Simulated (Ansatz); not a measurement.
# Si: the cost of one run

All numbers below are computed with Ansatz 0.2.0 (DFT PBE, plane waves, PAW, scalar-relativistic, no spin polarisation).

### 1 The system as given

The cell holds 17 atoms (Si17): a = 7.679 Å, b = 7.679 Å, c = 7.679 Å, α = 60.00°, β = 60.00°, γ = 60.00°.

Its coordinates follow in the input file.

### 2 Relaxing end A

Input file input.yaml:

```yaml
crystal:
  lattice:
    - [0.0, 5.43, 5.43]
    - [5.43, 0.0, 5.43]
    - [5.43, 5.43, 0.0]
  atoms:
    - { symbol: Si, position: [0.0, 0.0, 0.0] }
    - { symbol: Si, position: [0.125, 0.125, 0.125] }
    - { symbol: Si, position: [0.0, 0.0, 0.5] }
    - { symbol: Si, position: [0.125, 0.125, 0.625] }
    - { symbol: Si, position: [0.0, 0.5, 0.0] }
    - { symbol: Si, position: [0.125, 0.625, 0.125] }
    - { symbol: Si, position: [0.0, 0.5, 0.5] }
    - { symbol: Si, position: [0.125, 0.625, 0.625] }
    - { symbol: Si, position: [0.5, 0.0, 0.0] }
    - { symbol: Si, position: [0.625, 0.125, 0.125] }
    - { symbol: Si, position: [0.5, 0.0, 0.5] }
    - { symbol: Si, position: [0.625, 0.125, 0.625] }
    - { symbol: Si, position: [0.5, 0.5, 0.0] }
    - { symbol: Si, position: [0.625, 0.625, 0.125] }
    - { symbol: Si, position: [0.5, 0.5, 0.5] }
    - { symbol: Si, position: [0.625, 0.625, 0.625] }
    - { symbol: Si, position: [0.7526527, 0.2520399, 0.7427894] }
basis:
  ecutwfc: 420.0
kpoints:
  mp_grid: { grid: [2, 2, 2] }
hamiltonian:
  xc: pbe
  pseudopotentials: { kind: paw, azcp: { folder: soft_1 } }
scf:
  occupations: { method: gaussian, width: 0.05 }
  lower_state_search: "off"
relax:
  f_tol: 0.03
  max_steps: 60
  adjacent_minimum: "off"
```

The run is started by

```bash
ansatz run input.yaml --threads 1 --pin off --max-ram 3072MiB --backend cpu --events-out ev --progress --plain --runs-dir out
```

What time and memory should one allow on 1 thread of AMD EPYC 7R43 (Zen 3), shared host?

About 27 s, with a peak of 0.55 GiB.
